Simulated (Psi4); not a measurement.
**AlH2Br (SMILES [H][Al]([H])[Br]) at SVWN5/LANL2DZ (core potential, Cartesian functions)**

What is the vertical ionisation energy of AlH2Br at SVWN5/LANL2DZ (core potential, Cartesian functions)? 

The calculation is run with Psi4 1.11.

1 further run of the same task is left out (set aside as unsound or not needed).

### Step 1. The system as given

The species is AlH2Br (4 atoms), meant as a singlet with charge 0. SMILES: `[H][Al]([H])[Br]`. Geometry: a GFN2-xTB relaxation, a rough one for these elements and not checked as a minimum.

Bond lengths: Al1–Br4 2.240 Å, Al1–H2 1.534 Å, Al1–H3 1.534 Å. Angles: H2–Al1–Br4 120.8°, H3–Al1–Br4 120.8°, H2–Al1–H3 118.4°.

### Step 2. Energy and forces at SVWN5/LANL2DZ (core potential, Cartesian functions)

File input.dat:

```
memory 1600 mb

molecule m {
  0 1
  Al     0.085960     0.143320     0.001240
  H      1.619870     0.141230     0.011920
  H     -0.640600     1.494120    -0.021230
  Br    -1.065230    -1.778670     0.008060
  units angstrom
}

set basis LANL2DZ
set scf_type pk

E, wfn = gradient('scf', dft_functional={"name": "SVWN5", "x_functionals": {"LDA_X": {}}, "c_functionals": {"LDA_C_VWN": {}}}, return_wfn=True)
```

Launch:

```
psi4 -n 1 input.dat output.dat
```

output.dat:

```text
[...]
    !!!  WARNING: ECP capability is in beta. Please check occupations closely.  !!!
[...]
  Running in c1 symmetry.
[...]
  Nuclear repulsion =    9.475464085634947
[...]
  Multiplicity = 1
[...]
  Nalpha       = 6
  Nbeta        = 6
[...]
    Number of basis functions: 20
[...]
   @RKS iter   1:   -16.23488855577572   -1.21705e+00   1.14718e-02 ADIIS/DIIS
[...]
   @RKS iter   9:   -16.28296745646615   -1.55431e-11   7.08723e-09 DIIS
[...]
    Orbital Energies [Eh]
    ---------------------
    Doubly Occupied:
       1A     -0.709590     2A     -0.406527     3A     -0.317407
       4A     -0.306926     5A     -0.286614     6A     -0.258948
[...]
  @RKS Final Energy:   -16.28296745646615
   => Energetics <=
    Nuclear Repulsion Energy =              9.4754640856349468
    One-Electron Energy =                 -44.2396478602176018
    Two-Electron Energy =                  22.3790991458186639
    DFT Exchange-Correlation Energy =      -3.8978828277021620
    Empirical Dispersion Energy =           0.0000000000000000
    VV10 Nonlocal Energy =                  0.0000000000000000
    Total Energy =                        -16.2829674564661531
[...]
 Multipole Moments:
 ------------------------------------------------------------------------------------
     Multipole            Electronic (a.u.)      Nuclear  (a.u.)        Total (a.u.)
 ------------------------------------------------------------------------------------
 L = 1.  Multiply by 2.5417464519 to convert [e a0] to [Debye]
 Dipole X            :         -4.9007459            5.2173222            0.3165763
 Dipole Y            :         -8.1839319            8.7119901            0.5280583
 Dipole Z            :          0.0442819           -0.0426664            0.0016155
 Magnitude           :                                                    0.6156855
[...]
  -Total Gradient:
     Atom            X                  Y                   Z
    ------   -----------------  -----------------  -----------------
       1       -0.008974364226    -0.015010170530     0.000146239408
       2       -0.024612597028     0.004509572613    -0.000292636178
       3        0.015590428119    -0.019563806038     0.000297054208
       4        0.017990246302     0.030053803638    -0.000151090812
[...]
```

Run time: 3.9 s. Hardware: 1 thread of AMD EPYC 7R43 (Zen 3), shared host; peak memory 0.21 GiB.

### Step 3. The doublet cation

File albrh2.inp:

```
memory 1600 mb

molecule mol {
  1 2
  Al     0.085960     0.143320     0.001240
  H      1.619870     0.141230     0.011920
  H     -0.640600     1.494120    -0.021230
  Br    -1.065230    -1.778670     0.008060
  units angstrom
}

set globals {
  basis LANL2DZ
  reference uks
  scf_type pk
}

gradient('scf', dft_functional={"name": "SVWN5", "x_functionals": {"LDA_X": {}}, "c_functionals": {"LDA_C_VWN": {}}})
print_variables()
```

Launch:

```
psi4 -n 1 albrh2.inp albrh2.out
```

albrh2.out:

```text
[...]
    !!!  WARNING: ECP capability is in beta. Please check occupations closely.  !!!
[...]
  Running in c1 symmetry.
[...]
  Nuclear repulsion =    9.475464085634947
[...]
  Multiplicity = 2
[...]
  Nalpha       = 6
  Nbeta        = 5
[...]
    Number of basis functions: 20
[...]
   @UKS iter   1:   -15.85686410733526   -8.39030e-01   9.67327e-03 DIIS/ADIIS
[...]
   @UKS iter  11:   -15.90320532278405   -6.03961e-13   6.13545e-09 DIIS
[...]
   @S^2 Observed:                7.526610656E-01
[...]
    Orbital Energies [Eh]
    ---------------------
    Alpha Occupied:
       1A     -0.982214     2A     -0.660951     3A     -0.573016
       4A     -0.572842     5A     -0.533163     6A     -0.530363
    Alpha Virtual:
       7A     -0.321266     8A     -0.265198     9A     -0.154166
      10A     -0.130785    11A     -0.041621    12A     -0.025461
      13A     -0.008254    14A      0.243537    15A      0.258461
      16A      0.280887    17A      0.729981    18A      0.790326
      19A      2.760296    20A     18.336748
    Beta Occupied:
[...]
  @UKS Final Energy:   -15.90320532278405
   => Energetics <=
    Nuclear Repulsion Energy =              9.4754640856349468
    One-Electron Energy =                 -41.1778316928808508
    Two-Electron Energy =                  19.3800200733994714
    DFT Exchange-Correlation Energy =      -3.5808577889376174
    Empirical Dispersion Energy =           0.0000000000000000
    VV10 Nonlocal Energy =                  0.0000000000000000
    Total Energy =                        -15.9032053227840500
[...]
 Multipole Moments:
 ------------------------------------------------------------------------------------
     Multipole            Electronic (a.u.)      Nuclear  (a.u.)        Total (a.u.)
 ------------------------------------------------------------------------------------
 L = 1.  Multiply by 2.5417464519 to convert [e a0] to [Debye]
 Dipole X            :         -4.0775955            5.2173222            1.1397267
 Dipole Y            :         -6.8091396            8.7119901            1.9028506
 Dipole Z            :          0.0376783           -0.0426664           -0.0049881
 Magnitude           :                                                    2.2180717
[...]
  -Total Gradient:
     Atom            X                  Y                   Z
    ------   -----------------  -----------------  -----------------
       1       -0.002869668092    -0.004768871861    -0.000013768677
       2       -0.031594625726     0.002446835293    -0.000286500730
       3        0.017086177250    -0.026693259162     0.000427479749
       4        0.017372351604     0.029005571136    -0.000127611391
[...]
```

It took 6.6 s on 1 thread of AMD EPYC 7R43 (Zen 3), shared host; peak memory 0.21 GiB.

### Step 4. Summary of results

Level: SVWN5/LANL2DZ (core potential, Cartesian functions).

```
                                          quantity         value
                      singlet AlH2Br: total energy  -16.28297 Eh
                     singlet AlH2Br: dipole moment        1.56 D
                       singlet AlH2Br: HOMO energy      -7.05 eV
                       singlet AlH2Br: LUMO energy      -2.81 eV
                     singlet AlH2Br: HOMO–LUMO gap       4.24 eV
          singlet AlH2Br: largest force on an atom    1.801 eV/Å
                      doublet cation: total energy  -15.90321 Eh
doublet cation: HOMO energy (highest over α and β)     -14.27 eV
 doublet cation: LUMO energy (lowest over α and β)     -13.61 eV
                              doublet cation: ⟨S²⟩         0.753
          doublet cation: largest force on an atom    1.739 eV/Å
vertical ionisation energy (to the doublet cation)     10.334 eV
```

What this shows: Removing an electron at fixed nuclei costs 10.33 eV (997 kJ/mol). The largest force (singlet AlH2Br) is 1.80 eV/Å: the shape isn't a stationary point for this species at this level. −ε(HOMO) before ionisation, 7.05 eV, is 3.29 eV below this ionisation energy.
